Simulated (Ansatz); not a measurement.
# B2O (P-3m1) in Ansatz: equation of state

Aim: energy against volume of B2O in PBE, for its equilibrium volume and stiffness.

All numbers are computed with Ansatz 0.2.0; they aren't measurements. Logs are shortened: lines on timing, memory, paths and dates and some standing lists are left out, and cuts for length are marked.

### 1 Starting point

Symmetry: P-3m1, No. 164, trigonal system. Conventional cell: a = 2.879 Å, b = 2.879 Å, c = 7.052 Å, α = 90.00°, β = 90.00°, γ = 120.00°. O (site symmetry 3m) has 4 B at 1.74 to 2.00 Å as nearest neighbours. B (site symmetry 3m) is surrounded by 3 B at 1.69 Å. B (site symmetry 3m) has 1 B at 1.69 Å and 3 O at 1.74 Å as nearest neighbours.

### 2 Single point, PBE, 7.93 Å³/atom (volume scaled by 0.94)

Contents of input.yaml:

```yaml
crystal:
  lattice:
    - [2.820228407, 0.0, 0.0]
    - [-1.4101142035, 2.4423894449, 0.0]
    - [0.0, 0.0, 6.9080412387]
  atoms:
    - { symbol: O, position: [0.3333333333, 0.6666666667, 0.694] }
    - { symbol: O, position: [0.6666666667, 0.3333333333, 0.306] }
    - { symbol: B, position: [0.3333333333, 0.6666666667, 0.977] }
    - { symbol: B, position: [0.6666666667, 0.3333333333, 0.023] }
    - { symbol: B, position: [0.0, 0.0, 0.62] }
    - { symbol: B, position: [0.0, 0.0, 0.38] }
hamiltonian:
  xc: pbe
  pseudopotentials: { kind: paw }
kpoints:
  mp_grid: { grid: [11, 11, 4] }
scf:
  occupations: { method: fermi_dirac, width: 0.05 }
output:
  forces: true
  stress: true
  eigenvalues: true
```

Potentials or basis: Ansatz PAW.

Run with:

```sh
ansatz run input.yaml --threads 2 --pin off --max-ram 5120MiB --backend cpu --events-out ev --progress --plain --runs-dir out
```

The log of the run:

```text
Warning: RAYON_NUM_THREADS=2 ignored (pool sized by the plan → 2); use --threads N
Engine: ansatz 0.2.0, x86_64-unknown-linux-gnu
Pseudopotentials: kind: paw
Pseudopotential: O, paw, valence charge 6, recommended cutoff 420 eV (normal), O.paw.azcp
Pseudopotential: B, paw, valence charge 3, recommended cutoff 420 eV (normal), B.paw.azcp
Functional definition: PBE
  parameter kappa = 0.804
  parameter beta = 0.06672455060314922
  exchange = pbe_x(kappa = kappa, mu = beta*pi^2/3)
  correlation = pbe_c(beta = beta)
Crystal: 6 atoms, lattice volume = 47.583 Å³
Basis set: ecut = 420 eV, 947 PW (Γ), exchange–correlation on 40×40×96 points (8 copies of the dense FFT grid, shifted against one another)
Bands: 18, of which v1, the nominal top of the filled ones, is band 12 counted from 1 (11 counted from 0)
Symmetry: 12 space group operations
Space group: P-3m1 (ITA 164), of the structure as read, at distance tolerance 3.6e-5 Å
k-points: 58 of 484
Non-local potential: O, projectors of the file, l = 0: 2, l = 1: 2, l = 2: 1
Non-local potential: B, projectors of the file, l = 0: 2, l = 1: 2, l = 2: 1
PAW form: soft (Blöchl's): semilocal exchange-correlation on the pseudo side does not see the compensation charge
PAW one-centre angular grid: O, 110 points (default); XC on 64 Gauss nodes
PAW one-centre angular grid: B, 110 points (default); XC on 64 Gauss nodes
Initial density: superposition of atomic densities (neutral atoms: chi_scale 0, normalization atom), corrected by the library's trained network
Initial wavefunctions: pseudopotential atomic-orbital guess
Functional: x = pbe(κ = 0.804, μ = 0.2195149727645171), c = pbe(β = 0.06672455060314922)
SCF iter   1: F=—  HF=-1754.696230 eV  |F-HF|=—  |Δ(HF+E_count)|=         —  Δρ=1.41e-2  dr2=7.39e-2  ethr=1.77e-3  ⟨swp⟩=6.2  Hψ=5002  notcnv=0  defer=7
preconditioner: auto → none  [metal: Δε(μ)=0.021 eV  Ē_g=13.292 eV  σ=0.050 eV  W_gap=0.10  n_scr=4 (ndim 8)  ℏωp=26.4 eV  f_vac=0.000  D(μ)=1.55/eV (n_scr^D=4)  sad-step TF]
SCF iter   2: F=—  HF=-1754.689357 eV  |F-HF|=—  |Δ(HF+E_count)|=   6.87e-3  Δρ=8.56e-3  dr2=3.65e-2  ethr=3.08e-4  ⟨swp⟩=1.5  Hψ=1561  notcnv=0  defer=20
SCF iter   3: F=—  HF=-1754.681573 eV  |F-HF|=—  |Δ(HF+E_count)|=   7.78e-3  Δρ=7.03e-4  dr2=2.53e-4  ethr=1.52e-4  ⟨swp⟩=2.4  Hψ=1734  notcnv=0  defer=27
SCF iter   4: F=—  HF=-1754.681636 eV  |F-HF|=—  |Δ(HF+E_count)|=   6.35e-5  Δρ=2.15e-4  dr2=4.24e-5  ethr=1.05e-6  ⟨swp⟩=2.4  Hψ=1682  notcnv=0  defer=27
SCF iter   5: F=—  HF=-1754.681621 eV  |F-HF|=—  |Δ(HF+E_count)|=   1.46e-5  Δρ=5.30e-5  dr2=1.49e-6  ethr=1.77e-7  ⟨swp⟩=2.1  Hψ=1457  notcnv=0  defer=27
SCF iter   6: F=-1754.681622 eV  HF=-1754.681622 eV  |F-HF|=3.33e-8  |Δ(HF+E_count)|=   7.19e-7  Δρ=1.04e-5  dr2=3.24e-8  ethr=4.17e-10  ⟨swp⟩=7.7  Hψ=4752  notcnv=0
SCF 1 converged in 6 iterations: F = -1754.681622 eV  dr2 = 3.24e-8
SCF converged after 6 iterations
Free energy (F): -1754.681622 eV
Harris-Foulkes:  -1754.681622 eV  (|F-HF|=3.33e-8)
Internal energy: -1754.668601 eV  (E = F + TS)
E sigma→0 (E₀):  -1754.675112 eV
Entropy (-TS):   -0.013021 eV (-2.170 meV/atom)
Fermi energy:    9.736472 eV
--- Per-component energies (eV) ---
  E_band       = -8.763836
  E_kinetic    = 531.547579
  E_local      = -815.010861  (includes V_loc(G=0)·N_el)
  E_nonlocal   = 143.978414
  E_hartree    = 273.055217
  E_xc         = -271.426249
  E_vxc        = -334.800557  (∫ρ·V_xc dr)
  E_paw        = -629.072810  (= ΣΔE_a)
  E_vpaw       = -80.593438  (= ΣTr[D̂ρ^β])
  E_aug_tail   = 0.004727  (compensation charges beyond the density's cutoff)
  E_ewald      = -987.744619
  E_smearing   = -0.013021  (= −TS)
  E_closure    = 0.000000  (closes the sum)
  Σ components = -1754.681622   (vs F -1754.681622, Δ=0.00e0)
--- Forces (eV/Å), atoms counted from 1 ---
  atom   1  O     -0.00000000     0.00000000     0.29293268
  atom   2  O      0.00000000    -0.00000000    -0.29293268
  atom   3  B      0.00000000     0.00000000    -0.18093123
  atom   4  B     -0.00000000    -0.00000000     0.18093123
  atom   5  B     -0.00000000     0.00000000     0.31099484
  atom   6  B      0.00000000    -0.00000000    -0.31099484
  max |Σ_I F_I| component: 4.63e-17 eV/Å
--- Stress (GPa, compression-positive) ---
      -20.666285       0.000000      -0.000000
        0.000000     -20.666285       0.000000
       -0.000000       0.000000       9.564474
  P = ⅓ Tr σ = -10.5894 GPa (-105.894 kbar)
--- Band table (eV; the first three rows and the last of 58) ---
  k-point 0: bands = ["-14.4637", "-13.8821", "-3.3152", "-0.1723", "1.1236", "2.3593", "2.3593", "2.4946", "2.4946", "6.5686", "8.4841", "10.4082", "10.9438", "11.5727", "11.5727", "12.2893", "12.2893", "15.3868"]
  k-point 1: bands = ["-14.4554", "-13.8931", "-3.0516", "-1.1606", "2.2948", "2.3538", "2.3538", "2.5007", "2.5007", "5.7281", "8.9873", "10.1644", "11.0906", "11.4860", "11.4860", "12.4055", "12.4055", "15.3514"]
  k-point 2: bands = ["-14.4468", "-13.9045", "-2.2974", "-2.2966", "2.3492", "2.3492", "2.5066", "2.5066", "3.6308", "4.5098", "9.5622", "9.7599", "11.1961", "11.4166", "11.4166", "12.5060", "12.5060", "15.3157"]
  k-point 57: bands = ["-12.7962", "-12.7373", "-2.6511", "-1.6630", "-1.0591", "-0.8034", "1.5565", "1.6329", "3.8998", "4.3439", "4.6410", "5.6148", "11.9685", "12.9041", "13.7986", "13.9009", "14.4870", "14.4913"]
```

It took 1.9 s on 2 threads of Intel Xeon at 2.70GHz, shared host; peak memory 0.35 GiB.

What came out:

| Item | Value |
| --- | --- |
| Free energy | -1754.6816 eV |
| Pressure | -10.6 GPa |
| Largest force | 0.311 eV/Å |
| Band gap on the k mesh | none (metal or under the smearing width) |

Caveat: the pressure holds a Pulay correction of +0.7 GPa for the finite cutoff.

### 3 Single point, PBE, 8.10 Å³/atom (volume scaled by 0.96)

input.yaml: that of step 2 with these lines changed.

```diff
@@ -2,5 +2,5 @@
   lattice:
-    - [2.820228407, 0.0, 0.0]
-    - [-1.4101142035, 2.4423894449, 0.0]
-    - [0.0, 0.0, 6.9080412387]
+    - [2.8400898248, 0.0, 0.0]
+    - [-1.4200449124, 2.4595899373, 0.0]
+    - [0.0, 0.0, 6.9566910193]
   atoms:
```

Potentials or basis: Ansatz PAW.

Run with:

```sh
ansatz run input.yaml --threads 2 --pin off --max-ram 5120MiB --backend cpu --events-out ev --progress --plain --runs-dir out
```

It took 1.8 s on 2 threads of Intel Xeon at 2.70GHz, shared host; peak memory 0.35 GiB.

The run converged. Its results:

| Quantity | Value |
| --- | --- |
| Free energy | -1754.6044 eV |
| Pressure | -13.8 GPa |
| Largest force | 0.228 eV/Å |
| Band gap on the k mesh | none (metal or under the smearing width) |

Caveat: the pressure holds a Pulay correction of +0.7 GPa for the finite cutoff.

### 4 Single point, PBE, 8.27 Å³/atom (volume scaled by 0.98)

input.yaml: that of step 3 with these lines changed.

```diff
@@ -2,5 +2,5 @@
   lattice:
-    - [2.8400898248, 0.0, 0.0]
-    - [-1.4200449124, 2.4595899373, 0.0]
-    - [0.0, 0.0, 6.9566910193]
+    - [2.8596772701, 0.0, 0.0]
+    - [-1.4298386351, 2.4765531626, 0.0]
+    - [0.0, 0.0, 7.0046697149]
   atoms:
```

Run with:

```sh
ansatz run input.yaml --threads 2 --pin off --max-ram 5120MiB --backend cpu --events-out ev --progress --plain --runs-dir out
```

It took 1.7 s on 2 threads of Intel Xeon at 2.70GHz, shared host; peak memory 0.35 GiB.

Results (log left out):

| Quantity | Value |
| --- | --- |
| Free energy | -1754.5082 eV |
| Pressure | -16.6 GPa |
| Largest force | 0.168 eV/Å |
| Band gap on the k mesh | none (metal or under the smearing width) |

Caveat: the pressure holds a Pulay correction of +0.7 GPa for the finite cutoff.

### 5 Single point, PBE, 8.44 Å³/atom

input.yaml: that of step 4 with these lines changed.

```diff
@@ -2,5 +2,5 @@
   lattice:
-    - [2.8596772701, 0.0, 0.0]
-    - [-1.4298386351, 2.4765531626, 0.0]
-    - [0.0, 0.0, 7.0046697149]
+    - [2.879, 0.0, 0.0]
+    - [-1.4395, 2.4932871375, 0.0]
+    - [0.0, 0.0, 7.052]
   atoms:
```

Run with:

```sh
ansatz run input.yaml --threads 2 --pin off --max-ram 5120MiB --backend cpu --events-out ev --progress --plain --runs-dir out
```

It took 2 s on 2 threads of Intel Xeon at 2.70GHz, shared host; peak memory 0.35 GiB.

It converged, with:

* Free energy: -1754.3948 eV
* Pressure: -19.1 GPa
* Largest force: 0.169 eV/Å
* Band gap on the k mesh: none (metal or under the smearing width)

Caveat: the pressure holds a Pulay correction of +0.7 GPa for the finite cutoff.

### 6 Single point, PBE, 8.61 Å³/atom (volume scaled by 1.02)

input.yaml: that of step 5 with these lines changed.

```diff
@@ -2,5 +2,5 @@
   lattice:
-    - [2.879, 0.0, 0.0]
-    - [-1.4395, 2.4932871375, 0.0]
-    - [0.0, 0.0, 7.052]
+    - [2.8980667808, 0.0, 0.0]
+    - [-1.4490333904, 2.5097994541, 0.0]
+    - [0.0, 0.0, 7.0987033478]
   atoms:
@@ -23 +23,5 @@
   eigenvalues: true
+  write_density: true
+  write_potential: true
+  elf: true
+  volumetric_format: npy
```

Potentials or basis: Ansatz PAW.

Run with:

```sh
ansatz run input.yaml --threads 2 --pin off --max-ram 5120MiB --backend cpu --events-out ev --progress --plain --runs-dir out
```

Run time: 4 s. Hardware: 2 threads of Intel Xeon at 2.70GHz, shared host; peak memory 0.36 GiB.

Results (log left out):

```yaml
Free_energy: -1754.2668 eV
Pressure: -21.3 GPa
Largest_force: 0.264 eV/Å
Band_gap_on_the_k_mesh: none (metal or under the smearing width)
```

Caveat: the pressure holds a Pulay correction of +0.6 GPa for the finite cutoff.

### 7 Single point, PBE, 8.77 Å³/atom (volume scaled by 1.04)

input.yaml: that of step 6 with these lines changed.

```diff
@@ -2,5 +2,5 @@
   lattice:
-    - [2.8980667808, 0.0, 0.0]
-    - [-1.4490333904, 2.5097994541, 0.0]
-    - [0.0, 0.0, 7.0987033478]
+    - [2.9168859236, 0.0, 0.0]
+    - [-1.4584429618, 2.5260973098, 0.0]
+    - [0.0, 0.0, 7.1448001157]
   atoms:
@@ -23,5 +23 @@
   eigenvalues: true
-  write_density: true
-  write_potential: true
-  elf: true
-  volumetric_format: npy
```

Run with:

```sh
ansatz run input.yaml --threads 2 --pin off --max-ram 5120MiB --backend cpu --events-out ev --progress --plain --runs-dir out
```

Run time: 2.3 s. Hardware: 2 threads of Intel Xeon at 2.70GHz, shared host; peak memory 0.36 GiB.

The run converged. Its results:

| Item | Value |
| --- | --- |
| Free energy | -1754.1255 eV |
| Pressure | -23.4 GPa |
| Largest force | 0.354 eV/Å |
| Band gap on the k mesh | none (metal or under the smearing width) |

Caveat: the pressure holds a Pulay correction of +0.6 GPa for the finite cutoff.

### 8 Single point, PBE, 8.94 Å³/atom (volume scaled by 1.06)

input.yaml: that of step 7 with these lines changed.

```diff
@@ -2,5 +2,5 @@
   lattice:
-    - [2.9168859236, 0.0, 0.0]
-    - [-1.4584429618, 2.5260973098, 0.0]
-    - [0.0, 0.0, 7.1448001157]
+    - [2.9354653158, 0.0, 0.0]
+    - [-1.4677326579, 2.5421875354, 0.0]
+    - [0.0, 0.0, 7.1903096237]
   atoms:
```

Potentials or basis: Ansatz PAW.

Run with:

```sh
ansatz run input.yaml --threads 2 --pin off --max-ram 5120MiB --backend cpu --events-out ev --progress --plain --runs-dir out
```

The log of the run:

```text
Warning: RAYON_NUM_THREADS=2 ignored (pool sized by the plan → 2); use --threads N
Engine: ansatz 0.2.0, x86_64-unknown-linux-gnu
Pseudopotentials: kind: paw
Pseudopotential: O, paw, valence charge 6, recommended cutoff 420 eV (normal), O.paw.azcp
Pseudopotential: B, paw, valence charge 3, recommended cutoff 420 eV (normal), B.paw.azcp
Functional definition: PBE
  parameter kappa = 0.804
  parameter beta = 0.06672455060314922
  exchange = pbe_x(kappa = kappa, mu = beta*pi^2/3)
  correlation = pbe_c(beta = beta)
Crystal: 6 atoms, lattice volume = 53.658 Å³
Basis set: ecut = 420 eV, 1033 PW (Γ), exchange–correlation on 40×40×100 points (8 copies of the dense FFT grid, shifted against one another)
[... 39 lines left out ...]
  E_aug_tail   = 0.004730  (compensation charges beyond the density's cutoff)
  E_ewald      = -948.968948
  E_smearing   = -0.017114  (= −TS)
  E_closure    = 0.000000  (closes the sum)
  Σ components = -1753.971803   (vs F -1753.971803, Δ=0.00e0)
--- Forces (eV/Å), atoms counted from 1 ---
  atom   1  O     -0.00000000    -0.00000000    -0.03458066
  atom   2  O      0.00000000     0.00000000     0.03458066
  atom   3  B     -0.00000000    -0.00000000     0.43993712
  atom   4  B      0.00000000     0.00000000    -0.43993712
  atom   5  B      0.00000000    -0.00000000    -0.28862727
  atom   6  B      0.00000000     0.00000000     0.28862727
  max |Σ_I F_I| component: 5.55e-17 eV/Å
--- Stress (GPa, compression-positive) ---
      -34.002754      -0.000000      -0.000000
        0.000000     -34.002754      -0.000000
       -0.000000      -0.000000      -7.567952
  P = ⅓ Tr σ = -25.1912 GPa (-251.912 kbar)
--- Band table (eV; the first three rows and the last of 58) ---
  k-point 0: bands = ["-14.8137", "-14.3624", "-3.9234", "-1.3788", "0.4210", "1.4613", "1.4613", "1.5886", "1.5886", "4.9577", "6.4523", "8.4096", "9.0616", "9.6587", "9.6587", "10.5685", "10.5685", "13.4166"]
  k-point 1: bands = ["-14.8070", "-14.3708", "-3.7022", "-2.0739", "1.2880", "1.4568", "1.4568", "1.5934", "1.5934", "4.1936", "6.9168", "8.2206", "9.1616", "9.6085", "9.6085", "10.6407", "10.6407", "13.3900"]
  k-point 2: bands = ["-14.8001", "-14.3794", "-3.2073", "-2.8663", "1.4530", "1.4530", "1.5981", "1.5981", "2.4715", "3.0696", "7.3241", "7.9779", "9.2394", "9.5641", "9.5641", "10.7077", "10.7077", "13.3633"]
  k-point 57: bands = ["-13.4801", "-13.4383", "-3.3119", "-2.2029", "-1.5292", "-1.3527", "0.6422", "0.7994", "2.6431", "3.0140", "3.2828", "4.2677", "10.1016", "11.0067", "11.7668", "11.8239", "12.0972", "12.4348"]
```

Run time: 2.4 s. Hardware: 2 threads of Intel Xeon at 2.70GHz, shared host; peak memory 0.36 GiB.

Results:

- Free energy: -1753.9718 eV
- Pressure: -25.2 GPa
- Largest force: 0.440 eV/Å
- Band gap on the k mesh: none (metal or under the smearing width)

Caveat: the pressure holds a Pulay correction of +0.6 GPa for the finite cutoff.

### 9 Equation of state, PBE

Potentials or basis: Ansatz PAW.

This step only gathers the single runs of the series.

What came out:

- Equilibrium volume: 7.48 Å³/atom (rough: see the caveat)
- Bulk modulus at fixed shape and positions: 203 GPa (rough)

Energy against volume, from the lowest point:
| volume (Å³/atom) | energy (meV/atom) |
| --- | --- |
| 7.931 | 0.00 |
| 8.099 | 12.86 |
| 8.268 | 28.91 |
| 8.437 | 47.81 |
| 8.605 | 69.13 |
| 8.774 | 92.69 |
| 8.943 | 118.30 |

Caveat: the minimum lies outside the volumes run; the cell was scaled at fixed shape and fractional positions, which overstates the stiffness of a crystal with free parameters, most of all of layers and chains.
